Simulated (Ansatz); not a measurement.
Task: a single point in a Gaussian basis of C₂H₈Ge₂NS, SMILES C[C](=S)[GeH2][NH][GeH2], with Ansatz's Python interface. Give the script and its output. Settings: wB97, cc-pVDZ basis, multiplicity 2.

Contents of `c2h8ge2ns.xyz`:
```text
14

C    -2.47400    0.64570    0.20810
C    -1.04720    0.73380   -0.24460
S    -0.47150    2.00670   -0.57690
Ge    0.01860   -0.86100   -0.41930
N     1.45050   -0.80680    0.77680
Ge    2.88720   -0.01650   -0.11280
H    -3.15080    1.04010   -0.57980
H    -2.61540    1.23160    1.14150
H    -2.75290   -0.40880    0.41250
H     0.52600   -0.99950   -1.87820
H    -0.85930   -2.09490   -0.08910
H     1.72430   -1.79810    0.95820
H     2.59760    1.48770   -0.34630
H     4.16680   -0.15980    0.74980
```

Script `energy_c2h8ge2ns.py`:
```python
# -*- coding: utf-8 -*-
'''Single point of C2H8Ge2NS in a Gaussian basis.'''

import warnings

import ansatz as az


def main():
    warnings.simplefilter('ignore', az.DeckWarning)

    molecule = az.Crystal.molecule_from_extxyz('c2h8ge2ns.xyz')

    job = (
        molecule.calculation()
        .basis(gaussian='cc-pVDZ')  # the orbital basis, by name
        .functional(az.LibraryFunctional('wB97'))
        .spin('collinear', total=1)  # spin-polarised run
    )
    outcome = job.run()
    r = outcome.report

    for key in ('converged', 'free_energy_ev', 'reference_energy_ev', 'n_frozen', 'n_occupied', 'n_virtual'):
        print(f'{key:22s} {r[key]}')


if __name__ == '__main__':
    main()
```

```console
$ python energy_c2h8ge2ns.py
converged              True
free_energy_ev         -127569.03484770613
reference_energy_ev    -127569.03484770613
n_frozen               0
n_occupied             [54, 53]
n_virtual              [100, 101]
```

Total energies depend on the basis set; only differences at equal settings carry meaning. The geometry is a force-field or estimated start, not a minimum of this method, and the basis set is short of its limit. The species is open-shell (spin multiplicity 2). Run time: 78 s on 1 thread of Arm Neoverse V2, with other jobs on the host, peak memory 0.8 GiB.

(A comment or docstring line of the script was reworded after the run, the code is as it ran; lines on the test bed's own set-up are left out of the output.)
